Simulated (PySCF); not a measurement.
**WO2Br2: other functionals and bases at one geometry**

The task here is to estimate one member of a computed series from the others.

Program: PySCF 2.14.0. Level of theory: several levels, as the steps say, no spin–orbit coupling. These are calculated values, not measurements.

1 further run of the same task is left out (for a known fault of the program).

### Starting geometry

5 atoms, charge 0, spin multiplicity 1.

Bond lengths: W1–O2 1.715 Å, W1–O3 1.715 Å, W1–Br4 2.426 Å, W1–Br5 2.426 Å. Angles: O2–W1–O3 106.1°, O2–W1–Br4 109.0°, O2–W1–Br5 109.0°, O3–W1–Br4 109.0°, O3–W1–Br5 109.0°, Br4–W1–Br5 114.5°.

Coordinates:

```xyz
5
charge 0, multiplicity 1
W     0.0000    0.0000    0.4174
O     0.9691    0.9691    1.4489
O    -0.9691   -0.9691    1.4489
Br    1.4426   -1.4426   -0.8960
Br   -1.4426    1.4426   -0.8960
```

Formal oxidation states: W +6. An earlier session relaxed this geometry at PBE, W def2-SVP with ECP60, O def2-SVP, Br def2-SVP (singlet, point group C2v).

At PBE on the finer grid: E = -5364.468972 Eh, HOMO -7.95 eV, LUMO -4.08 eV, Mulliken charge on W1 +0.85 e, largest force component 0.030 eV/Å. 

Levels to run: HF; BLYP; revPBE; CAM-B3LYP; PBE, TZVP; PBE, x2c-SVP. Hardware: 2 threads of Arm Neoverse V1, shared host.

Set-up of the first run:

run.py (the lines that set the calculation) reads:

```python
mol = gto.M(atom='''
W      0.00000     0.00000     0.41745
O      0.96911     0.96911     1.44893
O     -0.96911    -0.96911     1.44893
Br     1.44262    -1.44262    -0.89600
Br    -1.44262     1.44262    -0.89600''',
    basis={'W': 'def2-SVP', 'O': 'def2-SVP', 'Br': 'def2-SVP'},
    ecp={'W': 'def2-SVP'},
    charge=0, spin=0)
mf = scf.RHF(mol)
mf = mf.density_fit()  # fitting sets: W def2-universal-JKFIT, O def2-universal-JKFIT, Br def2-universal-JKFIT
mf.conv_tol = 1e-08; mf.max_cycle = 55
mf.kernel(dm0)  # dm0: the density of the relaxed state
```

Run with:

```sh
OMP_NUM_THREADS=2 python run.py
```

Steps of the session up to this table: HF; BLYP; revPBE; CAM-B3LYP; PBE, TZVP; PBE, x2c-SVP.

One of the session's tables, all rows but one given; the rest of the session is left out.

| level | HOMO (eV) | gap (eV) | charge on W1 (e) | dipole (D) | largest force component (eV/Å) |
| --- | --- | --- | --- | --- | --- |
| PBE (relaxed here) | -7.95 | 3.87 | 0.85 | 2.03 | 0.03 |
| HF | -12.40 | 11.92 | 1.54 | 2.61 | 4.77 |
| BLYP | ? | ? | ? | ? | ? |
| revPBE | -7.90 | 3.88 | 0.89 | 1.98 | 0.13 |
| CAM-B3LYP | -10.61 | 8.12 | 1.01 | 2.14 | 1.73 |
| PBE, TZVP | -7.96 | 3.78 | 1.18 | 2.10 | 0.07 |
| PBE, x2c-SVP | -8.01 | 3.66 | 0.67 | 2.23 | 0.50 |

**Question.** Estimate the row for BLYP.

The run gave: HOMO (eV): -7.74; gap (eV): 3.83; charge on W1 (e): 0.84; dipole (D): 2.10; largest force component (eV/Å): 0.39. In the column «HOMO (eV)» it is the highest.

In one basis the HOMO–LUMO gap runs from 3.83 eV (BLYP) to 11.92 eV (HF). The largest leftover force, 4.77 eV/Å with HF, stands at a geometry relaxed at another level. Total energies of different levels can't be compared.
